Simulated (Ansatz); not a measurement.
Predict the output of the script below (the Python package of Ansatz (0.2.0)).

`reos.py`
```python
"""Spin moment of ReOs in a magnetic field."""

from dataclasses import dataclass

import ansatz as az
import numpy as np


@dataclass
class RunConfig:
    functional: str = "PBEsol"
    kgrid: tuple[int, ...] = (11, 11, 6)
    smearing: str = "fermi_dirac"
    width_ev: float = 0.15


settings = RunConfig()


def main() -> None:
    xtal = (
        az.Lattice.of((2.75733, 0.0, 0.0), (-1.37867, 2.38792, 0.0), (0.0, 0.0, 4.38243))
        .atom("Re", (2 / 3, 1 / 3, 0.5))
        .atom("Os", (0.0, 0.0, 0.0))
    )

    model = (
        xtal.calculation()
        .functional(settings.functional)
        .pseudopotentials("paw")
        .kpoints(*settings.kgrid)
        .occupations(settings.smearing, width=settings.width_ev)
        .spin("collinear")
    )
    # the field acts on the spins alone; such large fields lift the response over the noise
    rows = []
    for tesla in [0, 250, 500]:
        report = (model.magnetic_field(tesla) if tesla else model).run(threads=1).report
        rows.append((tesla, report["magnetization_mub"], report["free_energy_ev"], report["components"].get("e_zeeman", 0.0)))
    print("         B (T)      moment muB            F eV  Zeeman term eV")
    for row in rows:
        print(f"{str(row[0]):>14s}  {row[1]:14.4f}  {row[2]:14.5f}  {row[3]:14.5f}")
    slope = np.polyfit([row[0] for row in rows], [row[1] for row in rows], 1)[0]
    print(f"dM/dB = {1000 * slope:.4f} muB per 1000 T per cell")


if __name__ == "__main__":
    main()
```

```console
$ python reos.py
DeckWarning: basis.ecutwfc = 420 eV, auto-derived from the records' recommended cutoffs: set by Re (normal level)
RunWarning: this spin-polarised run has no starting moment large enough to seed its density, so its SCF can try parallel moments of its own, which can die out, and starts no order whose moments cancel. Behind that start scf.lower_state_search: light tries no [...]
         B (T)      moment muB            F eV  Zeeman term eV
             0          0.0000    -21988.52036         0.00000
           250          0.0230    -21988.52052        -0.00033
           500          0.0459    -21988.52102        -0.00133
dM/dB = 0.0918 muB per 1000 T per cell
```
(Warnings from the package without file and line, shortened.)

What to keep in mind:
- Total energies depend on the potentials; only differences at equal settings carry meaning. A total without «per atom» is that of the cell as typed.
- For a metal this k-point mesh is coarse: on a finer one energies can move by several to tens of meV an atom and pressures by half a GPa or more, differences at one mesh by less.
- A Fermi-Dirac width this large means warm electrons, whose thermal share enters the free energy.
- Spin-orbit coupling, which matters for elements this heavy, is left out.
- This cell is a computed structure, which may not be the phase found in nature.
- Orbital magnetism is left out. The response of a metal hangs strongly on mesh and smearing, and a straight-line fit holds only where the moment is linear in the field.
- Timing: 39 s on 1 thread of Arm Neoverse V1 (shared host), peak memory 0.43 GiB.

(Lines on the test bed's own set-up are left out of the output.)
